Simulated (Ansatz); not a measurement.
**Ta (hcp type): how the settings move a single-point run**

How sensitive is a single-point run of Ta (hcp type) to its settings? A reference run comes first, then one run with altered input.

Computed with Ansatz 0.2.0 (reference: DFT, PBEsol, PAW with Ansatz's default frozen-core files, scalar-relativistic, unless a step's input says otherwise).

1 further run of the same task is left out (it didn't finish). Runs told in other sessions of the task aren't counted.

**1. The system as given**

The structure is hexagonal, space group P6_3/mmc (No. 194). The conventional cell has a = 2.171 Å, b = 2.171 Å, c = 3.553 Å, α = 90.00°, β = 90.00°, γ = 120.00°. Around Ta (site symmetry -6m2) lie 12 Ta at 2.17 Å.

As a file:

```
Ta
1.0
     2.17123    0.00000    0.00000
    -1.08561    1.88034    0.00000
     0.00000    0.00000    3.55318
Ta
2
Cartesian
  0.0000 1.2536 0.8883
  1.0856 0.6268 2.6649
```

**2. Baseline**

File input.yaml:

```yaml
crystal:
  lattice:
    - [2.1712292416, 0.0, 0.0]
    - [-1.0856146208, 1.8803396807, 0.0]
    - [0.0, 0.0, 3.5531831711]
  atoms:
    - { symbol: Ta, position: [0.3333333333, 0.6666666667, 0.25] }
    - { symbol: Ta, position: [0.6666666667, 0.3333333333, 0.75] }
kpoints:
  mp_grid: { grid: [17, 17, 9] }
  band_path:
    path:
      - [0.0, 0.0, 0.0]
      - [0.5, 0.0, 0.0]
      - [0.3333333333, 0.3333333333, 0.0]
      - [0.0, 0.0, 0.0]
      - [0.0, 0.0, 0.5]
      - [0.5, 0.0, 0.5]
      - [0.3333333333, 0.3333333333, 0.5]
      - [0.0, 0.0, 0.5]
      - [0.5, 0.0, 0.5]
    npoints: 8
scf:
  occupations: { method: fermi_dirac, width: 0.1 }
hamiltonian:
  xc: pbesol
  pseudopotentials: { kind: paw }
output:
  forces: true
  stress: true
  eigenvalues: true
  populations: true
  dos: { projected: true, de: 0.2, e_range: [-14, 8] }
  write_density: true
  write_potential: true
  elf: true
  volumetric_format: npy
```

Run with:

```
> ansatz run input.yaml --threads 1 --pin off --max-ram 2048MiB --backend cpu --events-out ev --progress --plain --runs-dir out
```

**3. Changing settings: occupations.method cold, occupations.width 0.3, lower_state_search off**

input.yaml, as its differences from that of step 2:

```diff
@@ -23,3 +23,4 @@
 scf:
-  occupations: { method: fermi_dirac, width: 0.1 }
+  occupations: { method: cold, width: 0.3 }
+  lower_state_search: "off"
 hamiltonian:
@@ -32,6 +33 @@
   populations: true
-  dos: { projected: true, de: 0.2, e_range: [-14, 8] }
-  write_density: true
-  write_potential: true
-  elf: true
-  volumetric_format: npy
```

**Question.** What will these runs give? Wanted: for each run, ending; energy change; pressure; gap; force.

**Answer**, as computed:

| run | ending | energy change | pressure (GPa) | gap (eV) | force (eV/Å) | cycles | time |
| --- | --- | --- | --- | --- | --- | --- | --- |
| reference | converged | 0 | 1034.1 | 0.00 | 0.00 | 7 | 3.8 s |
| 1: occupations.method cold, occupations.width 0.3, lower_state_search off | converged | -0.1 meV/atom (σ→0) | 1033.9 | 0.00 | 0.00 | 7 | 3.6 s |

Times don't compare one to one where runs were asked for different outputs or read a saved state (see the inputs); cycles may leave out searches for a lower state.

Residual by cycle in the longest SCF loop of each run; runs are numbered as in the table. The quantity is the density residual dr2, in eV.

| cycle | reference | run 1 |
| --- | --- | --- |
| 1 | 4.5 | 4.5 |
| 2 | 1.72 | 1.72 |
| 3 | 0.00104 | 0.001 |
| 4 | 1.1e-4 | 1.1e-4 |
| 5 | 9.9e-7 | 8.2e-7 |
| 6 | 9.7e-9 | 1.0e-8 |
| 7 | 1.9e-10 | 3.0e-10 |

Changing the smearing and search for lower states hardly moves the energy: -0.1 meV/atom. The structure is not at rest: the sound run finds 1034 GPa, so these are no properties of the relaxed crystal. 

At pressures up to 1034 GPa the PAW spheres may overlap and frozen cores may not hold, so those PAW values are rough without an all-electron check.
